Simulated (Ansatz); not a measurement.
# C4H13NO2Si: the cost of one run

All numbers below are computed with Ansatz 0.2.0 (RKS CAM-B3LYP-D4/STO-3G).

### Step 1. Starting point

Bond lengths (14 of 20 bonds, heavy atoms first): Si1–N2 1.820 Å, N2–C3 1.470 Å, N2–C7 1.470 Å, Si1–O12 1.679 Å, O12–C13 1.420 Å, Si1–O17 1.679 Å, O17–C18 1.420 Å, C3–H4 1.110 Å, C3–H5 1.110 Å, C3–H6 1.110 Å, C7–H8 1.110 Å, C7–H9 1.110 Å, C7–H10 1.110 Å, Si1–H11 1.460 Å. Angles (14 of 35 angles, heavy atoms first): Si1–N2–C3 120.0°, Si1–N2–C7 120.0°, C3–N2–C7 120.0°, N2–Si1–O12 109.5°, N2–Si1–O17 109.5°, O12–Si1–O17 109.5°, Si1–O12–C13 125.0°, Si1–O17–C18 125.0°, N2–Si1–H11 109.5°, H11–Si1–O12 109.5°, H11–Si1–O17 109.5°, N2–C3–H4 109.5°, N2–C3–H5 109.5°, N2–C3–H6 109.5°.

As a file:

```xyz
21

Si    0.0000    0.0000    0.0000
N     0.0000    0.0000    1.8200
C    -1.2162   -0.3762    2.5550
H    -1.8642   -0.9999    1.9045
H    -0.9378   -0.9533    3.4614
H    -1.7663    0.5401    2.8549
C     1.2162    0.3762    2.5550
H     1.4641   -0.4163    3.2916
H     2.0585    0.4943    1.8418
H     1.0457    1.3351    3.0874
H     1.3768    0.0000   -0.4862
O    -0.7913    1.3709   -0.5594
C    -2.1512    1.4177   -0.9653
H    -2.7687    0.8215   -0.2614
H    -2.5023    2.4707   -0.9639
H    -2.2473    0.9975   -1.9882
O    -0.7913   -1.3709   -0.5594
C    -1.5365   -2.2685    0.2501
H    -1.2251   -2.1576    1.3097
H    -2.6187   -2.0400    0.1571
H    -1.3490   -3.3106   -0.0830
```

### Step 2. Preparing the start

The input, input.yaml:

```yaml
crystal:
  periodic: [false, false, false]
  atoms:
    - { symbol: Si, position_ang: [0.0, 0.0, 0.0] }
    - { symbol: "N", position_ang: [0.0, 0.0, 1.82] }
    - { symbol: C, position_ang: [-1.2162, -0.3762, 2.555] }
    - { symbol: H, position_ang: [-1.8642, -0.9999, 1.9045] }
    - { symbol: H, position_ang: [-0.9378, -0.9533, 3.4614] }
    - { symbol: H, position_ang: [-1.7663, 0.5401, 2.8549] }
    - { symbol: C, position_ang: [1.2162, 0.3762, 2.555] }
    - { symbol: H, position_ang: [1.4641, -0.4163, 3.2916] }
    - { symbol: H, position_ang: [2.0585, 0.4943, 1.8418] }
    - { symbol: H, position_ang: [1.0457, 1.3351, 3.0874] }
    - { symbol: H, position_ang: [1.3768, 0.0, -0.4862] }
    - { symbol: O, position_ang: [-0.7913, 1.3709, -0.5594] }
    - { symbol: C, position_ang: [-2.1512, 1.4177, -0.9653] }
    - { symbol: H, position_ang: [-2.7687, 0.8215, -0.2614] }
    - { symbol: H, position_ang: [-2.5023, 2.4707, -0.9639] }
    - { symbol: H, position_ang: [-2.2473, 0.9975, -1.9882] }
    - { symbol: O, position_ang: [-0.7913, -1.3709, -0.5594] }
    - { symbol: C, position_ang: [-1.5365, -2.2685, 0.2501] }
    - { symbol: H, position_ang: [-1.2251, -2.1576, 1.3097] }
    - { symbol: H, position_ang: [-2.6187, -2.04, 0.1571] }
    - { symbol: H, position_ang: [-1.349, -3.3106, -0.083] }
basis:
  gaussian: { orbitals: STO-3G }
hamiltonian:
  xc: cam_b3lyp
  dispersion: d4
relax:
  f_tol: 0.02
  max_steps: 40
output:
  orbitals: {}
```

Started as:

```console
$ ansatz run input.yaml --threads 1 --pin off --max-ram 2048MiB --backend cpu --events-out ev --progress --plain --runs-dir out
```

Q: Estimate wall time and peak memory on 1 thread of Intel Xeon Platinum 8488C (Sapphire Rapids), shared host.

About 1.8 min, with a peak of 0.22 GiB.
